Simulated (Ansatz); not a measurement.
NaLaMnMoO6:

```
Na La Mn Mo O
1.0
     4.97775   -2.88146    0.02055
     4.97775    2.88146    0.02055
    -3.06086    0.00000    4.59785
Na La Mn Mo O
1 1 1 1 6
Direct
  0.99482 0.99482 0.49994
  0.75307 0.75307 0.78825
  0.25016 0.25016 0.19811
  0.49867 0.49867 0.99722
  0.30338 0.30338 0.61396
  0.32902 0.82850 0.87649
  0.19558 0.63630 0.15354
  0.63630 0.19558 0.15354
  0.82850 0.32902 0.87649
  0.71050 0.71050 0.34246
```

The cell was built by a generator and needn't be a form met in nature.

* Program: Ansatz 0.2.0
* Task: relaxation of cell and atoms
* Functional: PBE
* Dispersion: D3(BJ)
* Potentials or basis: Ansatz PAW
* Cutoff: 420 eV (not typed: the program's choice for these potentials)
* k mesh: 4 × 4 × 4
* Occupations: fermi-dirac, width 0.05 eV
* Spin: collinear spin, ferromagnetic start
* Starting moments: [0.0, 0.0, 4.0, 1.0, 0.0, 0.0, 0.0, 0.0, 0.0, 0.0] μB

At the start: volume 13.23 Å³/atom.

Question: How do energy, volume and symmetry change on relaxing?

Answer: It ends after 13 steps and the volume is 12.69 Å³/atom (-4.0 %); space group Cm (No. 8, to 0.05 Å); moment 5.00 μB per cell.

Step by step:
```
step  energy change (eV)  largest force (eV/Å)  volume (Å³)
   1              0.0000                0.0078       132.26
   2             -0.0376                0.1363       128.99
   3             -0.0481                0.1074       128.19
   4             -0.0556                0.0767       127.33
   5             -0.0571                0.0691       127.36
   6             -0.0585                0.0858       127.23
   7             -0.0592                0.0864       127.24
   8             -0.0591                0.0375       127.31
   9             -0.0592                0.0079       127.30
  10             -0.0456                0.0080       127.30
  11             -0.0473                0.0202       126.86
  12             -0.0472                0.0061       126.93
  13             -0.0459                0.0061       126.93
```

Final structure:
```xyz
10
Lattice="4.8595 -2.8655 -0.0286 4.8595 2.8655 -0.0286 -3.0335 0.0000 4.5756" Properties=species:S:1:pos:R:3 pbc="T T T"
Na    8.2476    0.0000    2.2386
La    4.9782    0.0000    3.5460
Mn    1.8101    0.0000    0.9164
Mo    1.8238    0.0000    4.5333
O     0.9789    0.0000    2.7803
O     2.9258    1.4500    3.9514
O     3.5665    1.2586    0.7093
O     3.5665   -1.2586    0.7093
O     2.9258   -1.4500    3.9514
O     5.9470    0.0000    1.5152
```

Caveat: the plane-wave basis is chosen anew once the cell has moved, so the energies of steps on either side of that aren't comparable; the pressure holds a Pulay correction of +0.6 GPa for the finite cutoff; a cell with one magnetic atom can't hold antiferromagnetic order, which such compounds often take.
